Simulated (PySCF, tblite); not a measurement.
**C2H11NO3Si3: geometry, infrared bands and NMR shifts**

Wanted: the infrared bands and NMR shifts of C2H11NO3Si3 (`CN[Si@@H]1O[SiH2]O[Si@H](C)O1`), by calculation.

The runs use tblite 0.8.0 and PySCF 2.14.0, with density-fitted response routines of our own; the level of theory stands in each step. All values are computed, except where a source is named. Atoms count from 0, in the outputs and in this text.

### Step 1. The starting structure

20 atoms, charge 0, multiplicity 1; geometry from: force field or distance geometry start.

Bonds of the start (Å): C0–N1 1.44, N1–Si2 1.71, Si2–O3 1.65, O3–Si4 1.67, Si4–O5 1.67, O5–Si6 1.67, Si6–C7 1.84, Si6–O8 1.66, O8–Si2 1.65, C0–H9 1.10, C0–H10 1.09, C0–H11 1.11, N1–H12 1.02, Si2–H13 1.47, Si4–H14 1.47, Si4–H15 1.48, Si6–H16 1.48, C7–H17 1.09, C7–H18 1.10, C7–H19 1.09.

### Step 2. Geometry optimisation with GFN2-xTB

The job: settings as JSON, then the geometry in Å.

```
{"job": {"kind": "relax", "xc": "GFN2-xTB", "basis": "xTB"}, "charge": 0, "multiplicity": 1}
C     -3.009300     0.178600    -1.119700
N     -2.087000     0.858500    -0.245000
Si    -1.067400     0.071900     0.877800
O     -0.178400     1.256800     1.606800
Si     1.457800     1.342800     1.911300
O      2.196700     0.155000     1.000700
Si     1.604900    -1.070200     0.038900
C      2.340300    -1.062400    -1.652700
O     -0.051600    -0.918800     0.031200
H     -3.504200     0.915500    -1.767100
H     -2.515100    -0.546200    -1.766800
H     -3.808100    -0.337300    -0.555100
H     -2.574500     1.595200     0.272200
H     -1.897900    -0.669700     1.841400
H      1.717500     1.117400     3.344800
H      1.968000     2.676700     1.515400
H      1.931500    -2.354800     0.707500
H      3.420500    -1.185800    -1.619000
H      1.932900    -1.884000    -2.254600
H      2.118400    -0.128500    -2.171200
```

Started as:

```bash
$ OMP_NUM_THREADS=1 python probes_run.py task.json out
```

One launch serves the whole session: the jobs run in the order shown.

**Question.** This job is followed by: GFN2-xTB harmonic vibrations, gas phase; GIAO PBE0/pcSseg-1 NMR shielding, non-relativistic, gas phase. Predict these results of the whole session: strongest single infrared mode (GFN2-xTB); zero-point energy (GFN2-xTB); 13C shifts against TMS (PBE0/pcSseg-1); 1H shifts against TMS (PBE0/pcSseg-1, means over atoms taken as alike); 15N shifts against NH3 (PBE0/pcSseg-1); 29Si shifts against TMS (PBE0/pcSseg-1); 17O shifts against H2O (PBE0/pcSseg-1).

As calculated:

```
                                                              quantity                                         value
                             strongest single infrared mode (GFN2-xTB)                         1042 cm⁻¹, 832 km/mol
                                          zero-point energy (GFN2-xTB)                                 87.4 kcal/mol
                                13C shifts against TMS (PBE0/pcSseg-1)                                 28.2, 2.6 ppm
1H shifts against TMS (PBE0/pcSseg-1, means over atoms taken as alike)  5.29, 5.13, 5.12, 5.03, 2.80, 0.75, 0.31 ppm
                                15N shifts against NH3 (PBE0/pcSseg-1)                                      40.6 ppm
                               29Si shifts against TMS (PBE0/pcSseg-1)                       -24.7, -39.4, -54.7 ppm
                                17O shifts against H2O (PBE0/pcSseg-1)                         107.7, 95.5, 93.6 ppm
```

The optimisation took 95 steps and gained 0.415 eV; among the close pairs (by a distance rule), O3–Si4 changed most, from 1.667 to 1.619 Å. All 54 modes are real, so the xTB geometry is a minimum. The strongest single mode, at 1042 cm⁻¹, is spread over many atoms; the largest shares are those of O8, O5. GFN2-xTB is a fitted tight-binding method: band positions and strengths are rough. Its intensities can rank the bands wrongly. The most deshielded carbon is C0 (methyl carbon bonded to N), at 28.2 ppm: pulled downfield by the heteroatom. At PBE0/pcSseg-1: Shielding is most anisotropic at O5 (span 114 ppm, paramagnetic term -164 ppm).
